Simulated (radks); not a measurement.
# Excited configurations of Au⁺

The task here is to estimate one member of a computed series from the others.

Program: radks (a radial shooting solver on a logarithmic mesh, Libxc functionals) version 1. Level of theory: Dirac Kohn-Sham, BLYP, spin-unpolarised, spherical densities, finite nucleus; open shells are shared between the two j in proportion to 2j + 1. These are calculated values, not measurements, unless marked.

### The system

- element: gold (Z = 79)
- charge: +1
- electrons: 78
- configuration: [Xe] 4f14 5d10
- nuclear rms radius: 5.4371 fm

The outer shells:

Au⁺
```
[Xe] core
4f [↑↓][↑↓][↑↓][↑↓][↑↓][↑↓][↑↓]
5d [↑↓][↑↓][↑↓][↑↓][↑↓]
```

Set-up of the first run:

Input:

```text
Z 79
configuration [Xe] 4f14 5d10
relativity Dirac
functional b88,lyp
spin unpolarised
j_filling average
nucleus finite rms 5.4371 fm
c 137.035999084
```

Launch:

```console
> python run_ks.py task.json out
```

All runs below come from this command, one after another.

Steps of the session up to this table: Ground configuration: [Xe] 4f14 5d10.

One table of the session follows, with a row left open; its other results are not shown here.

It belongs to the step «Ground configuration: [Xe] 4f14 5d10». Radial moments (bohr):

```
level     <r>  outermost maximum (interpolated)  90 % within  nodes
4d5/2  0.4631                             0.415        0.691      1
5s1/2  0.9279                             0.849         1.33      4
4f5/2  0.4954                             0.373        0.796      0
4f7/2  0.5024                             0.378        0.807      0
5p1/2   1.004                             0.897         1.46      3
5p3/2   1.104                             0.978         1.61      3
5d3/2       ?                                 ?            ?      ?
5d5/2   1.613                              1.23         2.54      2
```

Estimate the missing values for 5d3/2.

**Answer.** <r>: 1.541; outermost maximum (interpolated): 1.19; 90 % within: 2.41; nodes: 2. In the column «<r>» it lies between 5p3/2 (1.104) and 5d5/2 (1.613).

To keep in mind: Spin polarisation and multiplet splitting are left out, so open shells lie too high by an amount that depends on their filling.
